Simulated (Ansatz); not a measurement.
Run this with Ansatz 0.2.0, Python API and show what comes out.

The script, `field_c3h4se.py`:
```python
'''Response of C3H4Se to a pair of distant point charges.'''

import warnings

import ansatz as az
import numpy as np

GEOMETRY = '''
C    -0.42820    1.33800   -0.15700
C    -0.15520    0.09430   -0.25210
C     0.42750   -1.11630    0.31520
Se   -0.05130   -1.66610   -1.28190
H    -0.99130    1.85740   -1.00910
H    -0.22560    1.96590    0.71930
H     1.59000   -1.03590    0.42260
H    -0.07390   -1.49450    1.18720
'''

warnings.simplefilter('ignore', az.DeckWarning)

mol = az.Crystal.molecule()
for line in GEOMETRY.strip().splitlines():
    symbol, *xyz = line.split()
    mol = mol.atom(symbol, [float(v) for v in xyz])

job = (
    mol.calculation()
    .basis(gaussian='def2-SVPD')
    .functional('B3LYP', dispersion='d4')
    .accuracy('medium')
    .scf(lower_state_search='light')
    .forces()
)
# charges +q and -q at -R and +R make a nearly even field 2 k q / R^2 at the centre
centre = np.mean([site.position_ang for site in mol.cartesian_sites], axis=0)
field = 2 * 14.399645 * 2.0 / 25.0 ** 2


def dipole(axis, sign):
    arm = 25.0 * np.eye(3)[axis]
    pair = [{'charge': sign * 2.0, 'position_ang': (centre - arm).tolist()}, {'charge': -sign * 2.0, 'position_ang': (centre + arm).tolist()}]
    deck = job.input().set(az.key.basis.gaussian.point_charges, pair)
    return np.array(az.Session.from_dict(deck).plan().execute().report['charge_distribution']['dipole_moment_e_ang'])


print(f'field {field:.4f} V/A')
alpha = np.array([(dipole(axis, 1) - dipole(axis, -1)) / (2 * field) * 14.399645 for axis in range(3)])
print('polarisability tensor (A^3)')
print(np.array2string(alpha, precision=3, suppress_small=True))
print(f'mean {np.trace(alpha) / 3:.3f} A^3 = {np.trace(alpha) / 3 / 0.14818471:.2f} bohr^3')
```

```console
$ python field_c3h4se.py
field 0.0922 V/A
polarisability tensor (A^3)
[[ 7.614 -0.882  0.343]
 [-0.881 13.242  1.954]
 [ 0.329  1.931  8.972]]
mean 9.942 A^3 = 67.10 bohr^3
```

What to keep in mind:
- The settings weren't tested for convergence.
- The geometry is a force-field or estimated start, not a minimum of this method, and the basis set is short of its limit. The field of two point charges is only nearly even.
- b3lyp holds the VWN-RPA fit, as in Gaussian; the form of ORCA and Turbomole is b3lyp5.
- Finished in 44 s on 1 thread of Arm Neoverse V1, with other jobs on the host, peak memory 0.38 GiB.
